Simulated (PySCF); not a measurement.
# H3O3Yb (Yb(OH)3): the cost of one run

The runs use PySCF 2.14.0; PBE0, Yb lcecp-1-SVP with ECP59, O def2-SVP, H def2-SVP; scalar-relativistic core potentials, no spin–orbit coupling.

1 further run of the same task is left out (for a known fault of the program).

**1. Starting geometry**

7 atoms, charge 0, spin multiplicity 1.

Bond lengths: Yb1–O2 2.110 Å, Yb1–O4 2.110 Å, Yb1–O6 2.110 Å, O2–H3 0.966 Å, O4–H5 0.966 Å, O6–H7 0.966 Å. Angles: O2–Yb1–O4 120.0°, O2–Yb1–O6 120.0°, O4–Yb1–O6 120.0°, Yb1–O2–H3 158.7°, Yb1–O4–H5 158.8°, Yb1–O6–H7 158.8°.

Geometry (Å):

```mol
H3O3Yb
  3D, bonds by distance, orders not assigned

  7  6  0  0  0  0  0  0  0  0999 V2000
    0.0000    0.0000    0.0000 Yb  0  0
    2.1098    0.0000    0.0000 O   0  0
    3.0098    0.0000    0.3500 H   0  0
   -1.0549    1.8271    0.0000 O   0  0
   -1.5049    2.6066    0.3500 H   0  0
   -1.0549   -1.8271    0.0000 O   0  0
   -1.5049   -2.6066    0.3500 H   0  0
  1  2  8  0
  1  4  8  0
  1  6  8  0
  2  3  8  0
  4  5  8  0
  6  7  8  0
M  END
```

Formal oxidation states: Yb +3. Each metal's 13 4f electrons lie in its core potential, so multiplicities, spins and levels count the valence alone.

**2. SCF at the start, singlet**

run.py (the lines that set the calculation) reads:

```python
mol = gto.M(atom='''
Yb     0.00000     0.00000     0.00000
O      2.10980     0.00000     0.00000
H      3.00980     0.00000     0.35000
O     -1.05490     1.82710     0.00000
H     -1.50490     2.60660     0.35000
O     -1.05490    -1.82710     0.00000
H     -1.50490    -2.60660     0.35000''',
    basis={'Yb': 'lcecp-1-SVP', 'O': 'def2-SVP', 'H': 'def2-SVP'},
    ecp={'Yb': 'lcecp-1-SVP'},
    charge=0, spin=0)
mf = dft.RKS(mol, xc='PBE0')
mf.grids.atom_grid = (50, 194)  # f atoms: unpruned, at least (60, 302)
mf = mf.density_fit()  # fitting sets: Yb AutoAux, O def2-universal-JKFIT, H def2-universal-JKFIT
mf.conv_tol = 1e-08; mf.max_cycle = 55
mf.kernel(dm0)  # dm0: free metal ions and neutral atoms
```

Started as:

```bash
$ OMP_NUM_THREADS=2 python run.py
```

What time and memory should one allow on 2 threads of Intel Xeon Platinum 8259CL at 2.50GHz (Skylake/Cascade Lake), shared host?

About 5.7 s, with a peak of 0.51 GiB.
